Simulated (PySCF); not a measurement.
# Br4ORe (Re(O)(Br)4): the cost of one run

Method: B3LYP, Re def2-SVP with ECP60, O def2-SVP, Br def2-SVP; scalar-relativistic core potentials, no spin–orbit coupling; program: PySCF 2.14.0.

3 further runs of the same task are left out: 2 for a known fault of the program, 1 that didn't finish.

### 1 The starting structure

6 atoms, charge 0, spin multiplicity 2.

Bond lengths: Re1–O2 1.666 Å, Re1–Br3 2.469 Å, Re1–Br4 2.469 Å, Re1–Br5 2.469 Å, Re1–Br6 2.469 Å. Angles: O2–Re1–Br3 105.4°, O2–Re1–Br4 105.4°, O2–Re1–Br5 105.4°, O2–Re1–Br6 105.4°, Br3–Re1–Br4 85.9°, Br3–Re1–Br5 149.1°, Br3–Re1–Br6 85.9°, Br4–Re1–Br5 85.9°, Br4–Re1–Br6 149.1°, Br5–Re1–Br6 85.9°.

Geometry (Å):

```
Re    0.0000    0.0000    0.3303
O     0.0000    0.0000    1.9962
Br    2.3799    0.0000   -0.3264
Br    0.0000    2.3799   -0.3264
Br   -2.3799    0.0000   -0.3264
Br    0.0000   -2.3799   -0.3264
```

Formal oxidation states: Re +6. An earlier session relaxed this geometry at B3LYP, Re def2-SVP with ECP60, O def2-SVP, Br def2-SVP (doublet, point group C4v).

Its energy there is -10449.127365 Eh.

### 2 Atoms moved at random, σ = 0.06 Å

run.py (the lines that set the calculation)

```python
mol = gto.M(atom='''
Re    -0.03664     0.03618     0.25313
O      0.12445     0.01499     2.03899
Br     2.34939     0.04154    -0.27449
Br    -0.01588     2.38967    -0.40950
Br    -2.42295    -0.06686    -0.24315
Br     0.00164    -2.41552    -0.34413''',
    basis={'Re': 'def2-SVP', 'O': 'def2-SVP', 'Br': 'def2-SVP'},
    ecp={'Re': 'def2-SVP'},
    charge=0, spin=1)
mf = dft.UKS(mol, xc='B3LYP')
mf.grids.atom_grid = (50, 194)
mf = mf.density_fit()  # fitting sets: Re def2-universal-JKFIT, O def2-universal-JKFIT, Br def2-universal-JKFIT
mf.conv_tol = 1e-08; mf.max_cycle = 55
mf.kernel(dm0)  # dm0: the density of the relaxed state
```

Run with:

```
$ OMP_NUM_THREADS=4 python run.py
```

**Question.** How long does this run take on 4 threads of Intel Xeon 6975P-C (Granite Rapids), shared host?

About 23 s.
